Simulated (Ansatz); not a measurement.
Predict the output of the script below (Ansatz's Python interface).

The script, `tae.py`:
```python
# -*- coding: utf-8 -*-
from collections import Counter
from dataclasses import dataclass

import ansatz as az


@dataclass
class RunConfig:
    basis_set: str = "def2-TZVPP"
    method: str = "mp2"


settings = RunConfig()


def total_energy(molecule, charge=0, unpaired=0):
    calc = (
        molecule.calculation()
        .basis(gaussian=settings.basis_set)
        .correlation(settings.method)
    )
    if charge:
        calc = calc.charge(charge)
    if unpaired:
        calc = calc.spin("collinear", total=unpaired)
    report = calc.run().report
    if report["published_state_doubts"]:
        print("  doubts:", report["published_state_doubts"])
    return report["free_energy_ev"]

geometry_ang = [
    ("C", (-0.6976, 0.7373, -0.4413)),
    ("B", (-0.2904, -0.7068, -0.1428)),
    ("N", (1.0919, -0.9823, 0.3357)),
    ("H", (-1.7259, 0.7879, -0.8027)),
    ("H", (-0.0979, 1.2053, -1.2635)),
    ("H", (-0.6632, 1.4134, 0.4651)),
    ("H", (1.2501, -0.5161, 1.2834)),
    ("H", (1.2249, -1.9958, 0.5104)),
]
mol = az.Crystal.molecule()
for symbol, xyz in geometry_ang:
    mol = mol.atom(symbol, xyz)

unpaired = {"C": 2, "B": 1, "N": 3, "H": 1}
counts = Counter(site.symbol for site in mol.cartesian_sites)
atom_energy = {s: total_energy(az.Crystal.molecule().atom(s, (0, 0, 0)), 0, unpaired[s]) for s in counts}
whole = total_energy(mol, 0, 1)
for s, e in atom_energy.items():
    print(f"{s:2s} x{counts[s]}  {e:14.5f} eV")
print(f"CH5BN: {whole:.5f} eV")
split = sum(counts[s] * e for s, e in atom_energy.items()) - whole
print(f"atomisation energy (no zero-point term): {23.060548 * split:.1f} kcal/mol, {split / sum(counts.values()):.3f} eV an atom")
```

```console
$ python tae.py
C  x1     -1027.46354 eV
B  x1      -668.74255 eV
N  x1     -1482.95560 eV
H  x5       -13.60052 eV
CH5BN: -3276.20323 eV
atomisation energy (no zero-point term): 669.7 kcal/mol, 3.630 eV an atom
```

669.7 kcal/mol from the electronic energies, without the zero-point term.

Caveats:
- Total energies depend on the basis set; only differences at equal settings carry meaning.
- The geometry is a force-field or estimated start, not a minimum of this method, and the basis set is short of its limit. All parts are taken at fixed geometry, without zero-point energy.
- The species is open-shell (spin multiplicity 2).
- Run time: 3 s on 1 thread of AMD EPYC 9R14 (Zen 4), with other jobs on the host, peak memory 0.33 GiB.

(Lines on the test bed's own set-up are left out of the output.)
